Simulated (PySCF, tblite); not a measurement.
**C6H13PSe: geometry, infrared bands and NMR shifts**

Wanted: the infrared bands and NMR shifts of C6H13PSe (`CCCP1(=[Se])CCC1`), by calculation.

The runs use tblite 0.8.0 and PySCF 2.14.0, with density-fitted response routines of our own; the level of theory stands in each step. All values are computed, except where a source is named. Atoms count from 0, in the outputs and in this text.

## 1. The starting structure

21 atoms, charge 0, multiplicity 1; geometry from: force field or distance geometry start.

Bonds of the start (Å): C0–C1 1.51, C1–C2 1.49, C2–P3 1.80, P3–Se4 1.99, P3–C5 1.84, C5–C6 1.49, C6–C7 1.52, C7–P3 1.83, C0–H8 1.10, C0–H9 1.11, C0–H10 1.11, C1–H11 1.11, C1–H12 1.12, C2–H13 1.14, C2–H14 1.10, C5–H15 1.11, C5–H16 1.11, C6–H17 1.13, C6–H18 1.09, C7–H19 1.11, C7–H20 1.09.

## 2. Geometry optimisation with GFN2-xTB

Job settings and geometry (Å):

```
{"job": {"kind": "relax", "xc": "GFN2-xTB", "basis": "xTB"}, "charge": 0, "multiplicity": 1}
C      2.812600    -0.044100     0.299200
C      2.001200    -0.474900    -0.898400
C      0.565800    -0.767400    -0.610100
P     -0.333300     0.662500     0.013400
Se     0.295900     2.504900     0.443300
C     -2.041000     0.592900    -0.659100
C     -2.488800    -0.353900     0.405800
C     -1.526000     0.333100     1.355500
H      3.847300     0.122700    -0.049600
H      2.855000    -0.788000     1.119100
H      2.373200     0.906100     0.681300
H      2.083300     0.344000    -1.639300
H      2.474500    -1.385500    -1.356200
H      0.093600    -1.062200    -1.600800
H      0.453800    -1.657700     0.028600
H     -2.540400     1.583200    -0.632200
H     -1.990400     0.148700    -1.671800
H     -3.582600    -0.176000     0.601500
H     -2.271200    -1.415700     0.272000
H     -1.976500     1.259400     1.772900
H     -1.114800    -0.315200     2.124300
```

Command:

```
$ OMP_NUM_THREADS=1 python probes_run.py task.json out
```

The driver reads the jobs from task.json and runs them one after another.

**Question.** This job is followed by: GFN2-xTB harmonic vibrations, gas phase; GIAO PBE0/pcSseg-1 NMR shielding, non-relativistic, gas phase. Predict these results of the whole session: strongest single infrared mode (GFN2-xTB); zero-point energy (GFN2-xTB); 13C shifts against TMS (PBE0/pcSseg-1, means over atoms taken as alike); 1H shifts against TMS (PBE0/pcSseg-1, means over atoms taken as alike); 31P shifts against H3PO4 (PBE0/pcSseg-1); 77Se shifts against Me2Se (PBE0/pcSseg-1).

The runs gave:

| quantity | value |
| --- | --- |
| strongest single infrared mode (GFN2-xTB) | 904 cm⁻¹, 73 km/mol |
| zero-point energy (GFN2-xTB) | 110.8 kcal/mol |
| 13C shifts against TMS (PBE0/pcSseg-1, means over atoms taken as alike) | 44.5, 38.3, 20.5, 16.8, 16.4 ppm |
| 1H shifts against TMS (PBE0/pcSseg-1, means over atoms taken as alike) | 2.73, 2.56, 2.22, 2.12, 2.05, 1.92, 1.01 ppm |
| 31P shifts against H3PO4 (PBE0/pcSseg-1) | 60.2 ppm |
| 77Se shifts against Me2Se (PBE0/pcSseg-1) | -277 ppm |

In words: Over 147 steps the energy fell by 1.429 eV; of the close pairs, P3–Se4 changed most, 1.994 to 2.087 Å. All 57 modes are real, so the xTB geometry is a minimum. The strongest single mode, at 904 cm⁻¹, has its largest shares on H15, H19 and H18 (the list is cut at 3 atoms). Unscaled tight-binding wavenumbers are off by several per cent, some by more. Its intensities can rank the bands wrongly. At PBE0/pcSseg-1: Shielding is most anisotropic at Se4 (span 458 ppm, paramagnetic term -966 ppm). Spin-orbit coupling is left out, which matters for shieldings and couplings at and beside the heavy atoms.
